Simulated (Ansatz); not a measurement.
# Si: the cost of one run

Program: Ansatz 0.2.0. Level of theory: DFT PBE, scalar-relativistic, plane waves, PAW. These are calculated values, not measurements.

1 further run of the same task is left out (it didn't finish).

**1. The starting structure**

Symmetry: Fd-3m, No. 227, cubic system. The conventional cell has a = 5.444 Å, b = 5.444 Å, c = 5.444 Å, α = 90.00°, β = 90.00°, γ = 90.00°. Around Si (site symmetry -43m) lie 4 Si at 2.36 Å.

As a file:

```
Si
1.0
     0.00000    2.72185    2.72185
     2.72185    0.00000    2.72185
     2.72185    2.72185    0.00000
Si
2
Direct
  0.75000 0.75000 0.75000
  0.50000 0.50000 0.50000
```

The structure comes from the Materials Project (structure only).

(A quick probe on a coarse mesh, which set the mesh and smearing, is not shown.)

**3. The relaxation**

Contents of input.yaml:

```yaml
crystal:
  lattice:
    - [0.0, 2.72185119, 2.72185119]
    - [2.72185119, 0.0, 2.72185119]
    - [2.72185119, 2.72185119, 0.0]
  atoms:
    - { symbol: Si, position: [0.75, 0.75, 0.75] }
    - { symbol: Si, position: [0.5, 0.5, 0.5] }
basis:
  ecutwfc: 420
kpoints:
  mp_grid: { grid: [8, 8, 8] }
hamiltonian:
  xc: pbe
scf:
  occupations: { method: gaussian, width: 0.02 }
output:
  forces: true
  stress: true
  eigenvalues: true
relax:
  adjacent_minimum: "off"
  f_tol: 0.005
  max_steps: 80
  cell: { stress_tol: 0.05 }
```

Started as:

```sh
$ ansatz run input.yaml --threads 8 --pin off --max-ram 20480MiB --backend cpu --events-out ev --progress --plain --runs-dir out
```

Q: Estimate wall time and peak memory on 8 threads of Intel Xeon Platinum 8259CL at 2.50GHz (Skylake/Cascade Lake), shared host.

About 1 s, with a peak of 0.38 GiB.
